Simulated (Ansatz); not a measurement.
Hf2Pd2Se2Br2O3:

```
Hf Pd Se Br O
1.0
    -1.89227    2.67212   12.28423
     1.89227   -2.67212   12.28423
     1.89227    2.67212  -12.28423
Hf Pd Se Br O
2 2 2 2 3
Direct
  0.92095 0.92095 0.00000
  0.07905 0.07905 0.00000
  0.68332 0.68332 0.00000
  0.31668 0.31668 0.00000
  0.61777 0.11777 0.50000
  0.38223 0.88223 0.50000
  0.78660 0.78660 0.00000
  0.21340 0.21340 0.00000
  0.90121 0.40121 0.50000
  0.09879 0.59879 0.50000
  0.00000 0.00000 0.00000
```

The cell was built by a generator and needn't be a form met in nature.

Base run:

- Program: Ansatz 0.2.0
- Functional: PBE
- Potentials or basis: all-electron LAPW, scalar-relativistic
- Cutoff: 462 eV (chosen from the basis error)
- Basis error allowed: 0.002 eV/atom
- k mesh: 6 × 6 × 6
- Occupations: fermi-dirac, width 0.05 eV
- Spin: no spin polarisation
- Hubbard terms: Hf d U = 6 eV, Pd d U = 6 eV

Its results: band gap on the k mesh none (metal or under the smearing width); pressure 2.7 GPa; largest force 0.282 eV/Å.

Task: The run is repeated on the same cell with these changes: hubbard terms from Hf d U = 6 eV, Pd d U = 6 eV to none. What comes out?

Result: Band gap on the k mesh none (metal or under the smearing width); pressure 0.0 GPa; largest force 0.012 eV/Å.

Caveats: the k mesh is thin for a metal, which can move the energy by tens of meV per atom; U is the effective U less J, on atomic orbitals that reach past the spheres (some runs); U without spin polarisation on a metal has little footing (some runs).
